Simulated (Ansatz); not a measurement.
# Sn3SO2: the cost of one run

Computed with Ansatz 0.2.0 (DFT PBE, scalar-relativistic, plane waves, PAW, unless a step's input says otherwise).

## Step 1: The starting structure

The structure is hexagonal, space group P6/mmm (No. 191). Conventional cell: a = 6.351 Å, b = 6.351 Å, c = 3.516 Å, α = 90.00°, β = 90.00°, γ = 120.00°. Sn (site symmetry mmm) is surrounded by 4 O at 2.54 Å and 6 Sn at 3.18 to 3.52 Å and 4 S at 3.63 Å. S (site symmetry 6/mmm) has 2 S at 3.52 Å and 12 Sn at 3.63 Å and 6 O at 3.67 Å as nearest neighbours. O (site symmetry -6m2) is surrounded by 6 Sn at 2.54 Å.

Coordinates:

```
CELL_PARAMETERS angstrom
6.35135 0.00000 0.00000
-3.17568 5.50043 0.00000
0.00000 0.00000 3.51573
ATOMIC_POSITIONS crystal
Sn 0.50000 0.00000 0.50000
Sn 0.00000 0.50000 0.50000
Sn 0.50000 0.50000 0.50000
S 0.00000 0.00000 0.00000
O 0.66667 0.33333 0.00000
O 0.33333 0.66667 0.00000
```

Recipe of the guess: species swapped into a database cell of LuB2Ru3 (P6/mmm, No. 191), with S on the Lu sites, O on the B sites and Sn on the Ru sites. The dimensions are guesses.

## Step 2: A first look at the guess

Contents of input.yaml:

```yaml
crystal:
  lattice:
    - [6.3513525, 0.0, 0.0]
    - [-3.17567625, 5.50043261, 0.0]
    - [0.0, 0.0, 3.51573263]
  atoms:
    - { symbol: Sn, position: [0.5, 0.0, 0.5] }
    - { symbol: Sn, position: [0.0, 0.5, 0.5] }
    - { symbol: Sn, position: [0.5, 0.5, 0.5] }
    - { symbol: S, position: [0.0, 0.0, 0.0] }
    - { symbol: O, position: [0.66666667, 0.33333333, 0.0] }
    - { symbol: O, position: [0.33333333, 0.66666667, 0.0] }
basis:
  ecutwfc: 420
kpoints:
  mp_grid: { grid: [3, 3, 6] }
hamiltonian:
  xc: pbe
scf:
  occupations: { method: gaussian, width: 0.1 }
  lower_state_search: "off"
output:
  forces: true
  stress: true
  eigenvalues: true
```

Launch:

```sh
$ ansatz run input.yaml --threads 1 --pin off --max-ram 2048MiB --backend cpu --events-out ev --progress --plain --runs-dir out
```

What time and memory should one allow on 1 thread of Intel Xeon 6975P-C (Granite Rapids), shared host?

About 1.7 s, with a peak of 0.41 GiB.
